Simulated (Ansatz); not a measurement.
# CH₅ClFNSi: a ladder of functionals and wavefunction methods

An exercise on one series of results from a longer session: the logs are not shown, and one member is left open.

Method: functionals in def2-TZVPP, the program's frozen cores in correlated methods; program: Ansatz 0.2.0, Gaussian basis.

The runs, in order: LDA (SPW92), PBE-D4, revPBE-D4, BLYP-D4, r2SCAN-D4, B97M-V, PBE0-D4, B3LYP-D4, r2SCANh-D4, r2SCAN0-D4, HSE06-D4, BHLYP-D4, CAM-B3LYP-D4, LC-ωPBE, ωB97X-V, ωB97M-V, B2PLYP, PBE-QIDH; CCSD(T)/def2-SVP; CCSD(T)/def2-TZVPP; MP2/def2-QZVPP; extrapolation to the limit; RPA on PBE.

### Structure used throughout

The geometry comes from an earlier relaxation with PBE0-D4 in a triple-zeta def2 set; it is a stationary point, not always the lowest conformer.

SMILES `C[Si](N)(F)Cl`, 10 atoms, charge 0, spin multiplicity 1.

Atoms are counted from 1 here; the program's logs count them from 0.

Bond lengths: C1–Si2 1.843 Å, C1–H6 1.091 Å, C1–H7 1.092 Å, C1–H8 1.094 Å, Si2–N3 1.692 Å, Si2–F4 1.599 Å, Si2–Cl5 2.049 Å, N3–H9 1.006 Å, N3–H10 1.007 Å. Angles: Si2–C1–H6 110.7°, Si2–C1–H7 110.5°, Si2–C1–H8 110.4°, H6–C1–H7 108.8°, H6–C1–H8 108.5°, H7–C1–H8 107.9°, C1–Si2–N3 112.2°, C1–Si2–F4 107.3°, C1–Si2–Cl5 112.2°, N3–Si2–F4 113.4°, N3–Si2–Cl5 106.7°, F4–Si2–Cl5 105.0°, Si2–N3–H9 121.3°, Si2–N3–H10 121.4°, H9–N3–H10 112.1°.

Geometry (Å):

```xyz
10

C    -1.35866    0.29490    0.23016
Si    0.48372    0.27905    0.24465
N     1.11922   -0.93958   -0.74191
F     0.94556    0.16407    1.77084
Cl    1.27917    2.04662   -0.41855
H    -1.73476    0.49427   -0.77442
H    -1.73902    1.06278    0.90634
H    -1.75118   -0.67032    0.56212
H     2.06724   -0.89957   -1.07723
H     0.77180   -1.88342   -0.69910
```

The first run:

The input, in.yaml:

```yaml
crystal:
  periodic: [false, false, false]
  atoms:
    - {symbol: C, position_ang: [-1.358661, 0.294901, 0.230158]}
    - {symbol: Si, position_ang: [0.483724, 0.279052, 0.244647]}
    - {symbol: N, position_ang: [1.119225, -0.939581, -0.741906]}
    - {symbol: F, position_ang: [0.945565, 0.164066, 1.770842]}
    - {symbol: Cl, position_ang: [1.279169, 2.046618, -0.418545]}
    - {symbol: H, position_ang: [-1.734765, 0.494271, -0.774423]}
    - {symbol: H, position_ang: [-1.739019, 1.062778, 0.906341]}
    - {symbol: H, position_ang: [-1.751183, -0.670317, 0.562118]}
    - {symbol: H, position_ang: [2.067243, -0.899566, -1.077235]}
    - {symbol: H, position_ang: [0.771801, -1.883422, -0.699098]}
basis:
  gaussian: {orbitals: def2-TZVPP}
hamiltonian: {xc: lda}
output: {orbitals: {seedname: orbitals}}
```

Among the steps run: LDA; PBE-D4 (GGA); revPBE-D4 (GGA); BLYP-D4 (GGA); r2SCAN-D4 (meta-GGA); B97M-V (meta-GGA); PBE0-D4 (hybrid); B3LYP-D4 (hybrid); r2SCANh-D4 (hybrid); r2SCAN0-D4 (hybrid); HSE06-D4 (hybrid); BHLYP-D4 (hybrid); CAM-B3LYP-D4 (range-separated); LC-ωPBE-D4 (range-separated; the results give it without D4); ωB97X-V (range-separated); ωB97M-V (range-separated); B2PLYP (double hybrid); PBE-QIDH (double hybrid).

One of the session's tables, all rows but one given; the rest of the session is left out.

It belongs to the step «Orbital energies across the functionals». 

| functional | HOMO (eV) | LUMO (eV) | gap (eV) |
| --- | --- | --- | --- |
| LDA (SPW92) | -6.78 | -0.25 | 6.53 |
| PBE-D4 | -6.59 | -0.12 | 6.48 |
| revPBE-D4 | -6.53 | -0.05 | 6.48 |
| BLYP-D4 | ? | ? | ? |
| r2SCAN-D4 | -6.93 | 0.64 | 7.57 |
| B97M-V | -7.01 | 0.10 | 7.11 |
| PBE0-D4 | -8.12 | 0.70 | 8.82 |
| B3LYP-D4 | -7.85 | 0.34 | 8.19 |
| r2SCANh-D4 | -7.50 | 0.88 | 8.38 |
| r2SCAN0-D4 | -8.35 | 1.21 | 9.56 |
| HSE06-D4 | -7.71 | 0.33 | 8.04 |
| BHLYP-D4 | -9.54 | 1.28 | 10.82 |
| CAM-B3LYP-D4 | -9.59 | 1.44 | 11.03 |
| LC-ωPBE | -11.04 | 2.78 | 13.83 |
| ωB97X-V | -10.64 | 2.56 | 13.20 |
| ωB97M-V | -10.53 | 2.09 | 12.63 |

**Question.** Estimate the row for BLYP-D4.

Worked estimate for «HOMO (eV)». Against the share of exact exchange, B3LYP-D4 (0.2, -7.85), BHLYP-D4 (0.5, -9.54) give a slope of -5.63 per unit share; at 0 the line stands at -6.72.

As computed: HOMO (eV): -6.47; LUMO (eV): -0.15; gap (eV): 6.31. In «HOMO (eV)» the line misses by -0.25.
